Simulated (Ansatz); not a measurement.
# LiAl16O24: the cost of one run

All numbers below are computed with Ansatz 0.2.0 (DFT PBE+D3(BJ), plane waves, PAW, scalar-relativistic, no spin polarisation).

## 1. Starting point

The cell holds 41 atoms (Al16LiO24): a = 6.978 Å, b = 6.978 Å, c = 6.978 Å, α = 85.74°, β = 85.74°, γ = 85.74°.

Its coordinates follow in the input file.

## 2. Relaxing the start

File input.yaml:

```yaml
accuracy: low
crystal:
  lattice:
    - [-4.7474, -2.740913, 4.318067]
    - [4.7474, -2.740913, 4.318067]
    - [0.0, 5.481825, 4.318067]
  atoms:
    - { symbol: Al, position: [0.35201, 0.35201, 0.35201] }
    - { symbol: Al, position: [0.14799, 0.14799, 0.14799] }
    - { symbol: Al, position: [0.64799, 0.64799, 0.64799] }
    - { symbol: Al, position: [0.85201, 0.85201, 0.85201] }
    - { symbol: O, position: [0.59715, 0.40285, 0.75] }
    - { symbol: O, position: [0.75, 0.59715, 0.40285] }
    - { symbol: O, position: [0.40285, 0.75, 0.59715] }
    - { symbol: O, position: [0.40285, 0.59715, 0.25] }
    - { symbol: O, position: [0.25, 0.40285, 0.59715] }
    - { symbol: O, position: [0.59715, 0.25, 0.40285] }
    - { symbol: Al, position: [0.85201, 0.85201, 0.35201] }
    - { symbol: Al, position: [0.64799, 0.64799, 0.14799] }
    - { symbol: Al, position: [0.14799, 0.14799, 0.64799] }
    - { symbol: Al, position: [0.35201, 0.35201, 0.85201] }
    - { symbol: O, position: [0.09715, 0.90285, 0.75] }
    - { symbol: O, position: [0.25, 0.09715, 0.40285] }
    - { symbol: O, position: [0.90285, 0.25, 0.59715] }
    - { symbol: O, position: [0.90285, 0.09715, 0.25] }
    - { symbol: O, position: [0.75, 0.90285, 0.59715] }
    - { symbol: O, position: [0.09715, 0.75, 0.40285] }
    - { symbol: Al, position: [0.85201, 0.35201, 0.85201] }
    - { symbol: Al, position: [0.64799, 0.14799, 0.64799] }
    - { symbol: Al, position: [0.14799, 0.64799, 0.14799] }
    - { symbol: Al, position: [0.35201, 0.85201, 0.35201] }
    - { symbol: O, position: [0.09715, 0.40285, 0.25] }
    - { symbol: O, position: [0.25, 0.59715, 0.90285] }
    - { symbol: O, position: [0.90285, 0.75, 0.09715] }
    - { symbol: O, position: [0.90285, 0.59715, 0.75] }
    - { symbol: O, position: [0.75, 0.40285, 0.09715] }
    - { symbol: O, position: [0.09715, 0.25, 0.90285] }
    - { symbol: Al, position: [0.35201, 0.85201, 0.85201] }
    - { symbol: Al, position: [0.14799, 0.64799, 0.64799] }
    - { symbol: Al, position: [0.64799, 0.14799, 0.14799] }
    - { symbol: Al, position: [0.85201, 0.35201, 0.35201] }
    - { symbol: O, position: [0.59715, 0.90285, 0.25] }
    - { symbol: O, position: [0.75, 0.09715, 0.90285] }
    - { symbol: O, position: [0.40285, 0.25, 0.09715] }
    - { symbol: O, position: [0.40285, 0.09715, 0.75] }
    - { symbol: O, position: [0.25, 0.90285, 0.09715] }
    - { symbol: O, position: [0.59715, 0.75, 0.90285] }
    - { symbol: Li, position: [0.0304323, 0.9724707, 0.5002961] }
total_charge: 1
basis:
  ecutwfc: 420.0
kpoints:
  mp_grid: { grid: [1, 1, 1] }
hamiltonian:
  xc: pbe
  dispersion: d3bj
  pseudopotentials: { kind: paw, azcp: { folder: soft_1 } }
scf:
  occupations: { method: fermi_dirac, width: 0.02 }
  lower_state_search: "off"
relax:
  f_tol: 0.08
  max_steps: 25
  adjacent_minimum: "off"
```

Launch:

```
$ ansatz run input.yaml --threads 1 --pin off --max-ram 3072MiB --backend cpu --events-out ev --progress --plain --runs-dir out
```

Q: Estimate wall time and peak memory on 1 thread of Arm Neoverse V1, shared host.

About 18 s, with a peak of 0.42 GiB.
